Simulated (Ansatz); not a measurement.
**C2H4BClO: two geometries relaxed**

Aim: relax the geometries before and after the shift of H6 from C3 to B2, and see whether they are two minima and how far apart in energy. SMILES of the start: ClB1CCO1.

Method: UKS PBE0-D4/def2-SVP, in Ansatz 0.2.0.

## 1. The starting structure

Bond lengths: Cl1–B2 1.800 Å, B2–C3 1.573 Å, C3–C4 1.427 Å, B2–O5 1.511 Å, C4–O5 1.438 Å, C3–H6 1.142 Å, C3–H7 1.129 Å, C4–H8 1.093 Å, C4–H9 1.148 Å. Angles (14 of 16 angles, heavy atoms first): Cl1–B2–C3 129.2°, Cl1–B2–O5 133.7°, C3–B2–O5 83.9°, B2–C3–C4 91.0°, C3–C4–O5 92.0°, B2–O5–C4 93.1°, B2–C3–H6 112.4°, B2–C3–H7 114.9°, C4–C3–H6 111.0°, C4–C3–H7 115.2°, C3–C4–H8 117.2°, C3–C4–H9 110.8°, O5–C4–H8 110.2°, O5–C4–H9 105.8°.

Coordinates:

```xyz
9

Cl   -1.6769    1.9448    1.3071
B    -0.6857    1.0240    0.1196
C     0.5759    0.1182    0.3682
C     0.1504   -0.7949   -0.6429
O    -1.0123   -0.0024   -0.9400
H     1.5490    0.6348    0.0689
H     0.6512   -0.3168    1.4078
H     0.7816   -0.8882   -1.5309
H    -0.2448   -1.7658   -0.1750
```

## 2. End point A

The input, input.yaml:

```yaml
crystal:
  periodic: [false, false, false]
  atoms:
    - { symbol: Cl, position_ang: [-1.6769, 1.9448, 1.3071] }
    - { symbol: B, position_ang: [-0.6857, 1.024, 0.1196] }
    - { symbol: C, position_ang: [0.5759, 0.1182, 0.3682] }
    - { symbol: C, position_ang: [0.1504, -0.7949, -0.6429] }
    - { symbol: O, position_ang: [-1.0123, -0.0024, -0.94] }
    - { symbol: H, position_ang: [1.549, 0.6348, 0.0689] }
    - { symbol: H, position_ang: [0.6512, -0.3168, 1.4078] }
    - { symbol: H, position_ang: [0.7816, -0.8882, -1.5309] }
    - { symbol: H, position_ang: [-0.2448, -1.7658, -0.175] }
magnetization:
  spin_polarized: true
basis:
  gaussian: { orbitals: def2-SVP }
hamiltonian:
  xc: pbe0
  dispersion: d4
relax:
  f_tol: 0.02
  max_steps: 50
```

Command:

```sh
$ ansatz run input.yaml --threads 2 --pin off --max-ram 3072MiB --backend cpu --events-out ev --progress --plain --runs-dir out
```

Log, shortened:

```text
Warning: RAYON_NUM_THREADS=2 ignored (pool sized by the plan → 2); use --threads N
[...]
Functional definition: PBE0
[...]
1031 factors; integrals over basis functions are off by at most 3.5e-4 eV
[...]
mean field -17368.36664134 eV, -638.2757013676 hartree, gradient 8.8e-6 eV, S^2 0.000000; 0 other end points of the search recorded, 0 dependent functions left out
[...]
reference -17368.36666452 eV, -638.2757022194 hartree; 23, 23 occupied and 71, 71 virtual orbitals, 1031 factors
relax step   1: F+E_penalty+E_count = -17368.51600701 eV  Δ(F+E_penalty+E_count) = +0.000e0 eV  max|allowed force component| = 4.422e0 eV/Å  Δτ_max = 0.0000 Å  (31 SCF iters, accepted)
[...]
relax step   6: F+E_penalty+E_count = -17369.93889606 eV  Δ(F+E_penalty+E_count) = -2.008e-3 eV  max|allowed force component| = 3.283e-2 eV/Å  Δτ_max = 0.0220 Å  (33 SCF iters, accepted)
[...]
relax step   7: F+E_penalty+E_count = -17369.93900892 eV  Δ(F+E_penalty+E_count) = -1.129e-4 eV  max|allowed force component| = 9.258e-3 eV/Å  Δτ_max = 0.0075 Å  (26 SCF iters, accepted)
1031 factors; integrals over basis functions are off by at most 3.5e-4 eV
[...]
mean field -17369.78870615 eV, -638.3279612854 hartree, gradient 1.2e-5 eV, S^2 0.000000; 1 other end points of the search recorded, 0 dependent functions left out
[...]
reference -17369.78873001 eV, -638.3279621622 hartree; 23, 23 occupied and 71, 71 virtual orbitals, 1031 factors
Total energy: -17369.93903278 eV, -638.3334856871 hartree
Atom 0 at    -1.636862     2.143178     0.908293 Å, force    -0.001832     0.000376    -0.001116 eV/Å
Atom 1 at    -0.735719     0.795860     0.257551 Å, force     0.002694    -0.001035     0.005359 eV/Å
Atom 2 at     0.661716     0.099226     0.485941 Å, force     0.002192     0.009216    -0.003765 eV/Å
Atom 3 at     0.084971    -0.773808    -0.638565 Å, force     0.003821    -0.004519     0.009258 eV/Å
Atom 4 at    -1.160729    -0.028941    -0.732767 Å, force    -0.004432     0.002222    -0.003924 eV/Å
Atom 5 at     1.556855     0.680193     0.225014 Å, force     0.001781    -0.000593     0.002335 eV/Å
Atom 6 at     0.818864    -0.404752     1.449439 Å, force    -0.001486    -0.001715    -0.005703 eV/Å
Atom 7 at     0.620812    -0.735721    -1.599068 Å, force     0.001221     0.003098    -0.001780 eV/Å
Atom 8 at    -0.121507    -1.821534    -0.373038 Å, force    -0.003959    -0.007050    -0.000664 eV/Å
Dipole moment:     0.433510    -0.277215     0.016522 e Å
```

Wall time 28 s (2 threads of Arm Neoverse V1, shared host); peak memory 0.26 GiB.

The steps of the relaxation:

```csv
step,energy from step 1 (eV),largest force component (eV/Å)
1,0.0000,4.4221
2,-1.0719,2.5885
3,-1.3272,1.4638
4,-1.4132,0.5970
5,-1.4209,0.1942
6,-1.4229,0.0328
7,-1.4230,0.0093
```

Step 1 is the start.

After: Bond lengths: Cl1–B2 1.747 Å, B2–C3 1.578 Å, C3–C4 1.536 Å, B2–O5 1.357 Å, C4–O5 1.454 Å, C3–H6 1.099 Å, C3–H7 1.099 Å, C4–H8 1.101 Å, C4–H9 1.100 Å. Angles (14 of 16 angles, heavy atoms first): Cl1–B2–C3 138.0°, Cl1–B2–O5 125.4°, C3–B2–O5 96.6°, B2–C3–C4 79.2°, C3–C4–O5 94.5°, B2–O5–C4 89.8°, B2–C3–H6 117.0°, B2–C3–H7 117.1°, C4–C3–H6 115.6°, C4–C3–H7 115.8°, C3–C4–H8 115.9°, C3–C4–H9 115.8°, O5–C4–H8 110.0°, O5–C4–H9 110.0°.

## 3. End point B

The second end starts from a geometry with the move made by hand.

Edit input.yaml of step 2 so:

```diff
@@ -8,3 +8,3 @@
     - { symbol: O, position_ang: [-1.0123, -0.0024, -0.94] }
-    - { symbol: H, position_ang: [1.549, 0.6348, 0.0689] }
+    - { symbol: H, position_ang: [-0.17399, 2.05882, -0.07067] }
     - { symbol: H, position_ang: [0.6512, -0.3168, 1.4078] }
```

Command:

```sh
$ ansatz run input.yaml --threads 2 --pin off --max-ram 3072MiB --backend cpu --events-out ev --progress --plain --runs-dir out
```

Log, shortened:

```text
Warning: RAYON_NUM_THREADS=2 ignored (pool sized by the plan → 2); use --threads N
[...]
[... 1 set-up line as earlier in the session ...]
[...]
1028 factors; integrals over basis functions are off by at most 3.6e-4 eV
[...]
mean field -17364.38146988 eV, -638.1292490176 hartree, gradient 4.1e-5 eV, S^2 0.673303; 4 other end points of the search recorded, 0 dependent functions left out
[...]
reference -17364.38149269 eV, -638.1292498557 hartree; 23, 23 occupied and 71, 71 virtual orbitals, 1028 factors
relax step   1: F+E_penalty+E_count = -17364.53551803 eV  Δ(F+E_penalty+E_count) = +0.000e0 eV  max|allowed force component| = 4.811e0 eV/Å  Δτ_max = 0.0000 Å  (113 SCF iters, accepted)
[...]
relax step   5: F+E_penalty+E_count = -17366.83029080 eV  Δ(F+E_penalty+E_count) = -3.714e-1 eV  max|allowed force component| = 1.017e0 eV/Å  Δτ_max = 0.1949 Å  (36 SCF iters, accepted)
[...]
Total energy: -17369.93902960 eV, -638.3334855702 hartree
Atom 0 at    -2.140077     1.991242     0.951907 Å, force    -0.002418     0.001369    -0.001265 eV/Å
Atom 1 at    -1.045763     0.811045     0.273398 Å, force    -0.004411     0.002658     0.001218 eV/Å
Atom 2 at     0.470468     0.398701     0.416965 Å, force    -0.002337    -0.004907    -0.004790 eV/Å
Atom 3 at    -0.005479    -0.614197    -0.635183 Å, force     0.005190    -0.005465    -0.002714 eV/Å
Atom 4 at    -1.372938    -0.119348    -0.658946 Å, force    -0.003712     0.006392     0.005976 eV/Å
Atom 5 at     1.219942     1.124605     0.073264 Å, force     0.001804     0.000352     0.002153 eV/Å
Atom 6 at     0.784646    -0.026456     1.379914 Å, force     0.001539     0.000841     0.000281 eV/Å
Atom 7 at     0.447428    -0.517957    -1.633615 Å, force     0.001438    -0.000000    -0.000458 eV/Å
Atom 8 at     0.007184    -1.669916    -0.324475 Å, force     0.002908    -0.001239    -0.000401 eV/Å
Dipole moment:     0.478389    -0.190472    -0.007710 e Å
```

Wall time 75 s (2 threads of Arm Neoverse V1, shared host); peak memory 0.29 GiB.

Step by step:

| step | energy from step 1 (eV) | largest force component (eV/Å) |
| --- | --- | --- |
| 1 | 0.0000 | 4.8114 |
| 2 | -1.1323 | 1.3629 |
| 3 | -1.5971 | 1.4064 |
| 4 | -1.9234 | 1.1470 |
| 5 | -2.2948 | 1.0169 |
| 6 | -2.7438 | 1.4214 |
| 7 | -3.4081 | 2.3962 |
| 8 | -4.1873 | 2.3918 |
| 9 | -4.4909 | 4.1883 |
| 10 | -5.0127 | 0.8119 |
| 11 | -5.2180 | 0.8567 |
| 12 | -5.3169 | 1.1035 |
| 13x | -5.2877 | 1.3917 |
| 14 | -5.3903 | 0.2418 |
| 15x | -5.3842 | 0.8150 |
| 16 | -5.3987 | 0.0668 |
| 17 | -5.4032 | 0.0328 |
| 18 | -5.4035 | 0.0064 |

Step 1 is the start. 2 steps were tried and not accepted (marked x).

After: Bond lengths: Cl1–B2 1.747 Å, B2–C3 1.578 Å, C3–C4 1.536 Å, B2–O5 1.357 Å, C4–O5 1.454 Å, C3–H6 1.099 Å, C3–H7 1.099 Å, C4–H8 1.101 Å, C4–H9 1.101 Å. Angles (14 of 16 angles, heavy atoms first): Cl1–B2–C3 138.0°, Cl1–B2–O5 125.4°, C3–B2–O5 96.6°, B2–C3–C4 79.2°, C3–C4–O5 94.5°, B2–O5–C4 89.7°, B2–C3–H6 117.0°, B2–C3–H7 117.1°, C4–C3–H6 115.6°, C4–C3–H7 115.7°, C3–C4–H8 115.9°, C3–C4–H9 115.8°, O5–C4–H8 110.0°, O5–C4–H9 110.0°.

Pairs that crossed the distance rule for bonds on the way: came closer C3–H6; moved apart B2–H6.

## 4. Results

| quantity | value |
| --- | --- |
| end A | 6 moves, 1.423 eV lower |
| end B | 15 moves, 5.403 eV lower |
| largest difference between the ends | 0.00 Å |
| end B relative to end A | +0.000 eV |

What this shows: Both starts fell into the same minimum (no atom differs by more than 0.00 Å), so from this start no second minimum was found and no band was run; another arrangement could still be one.
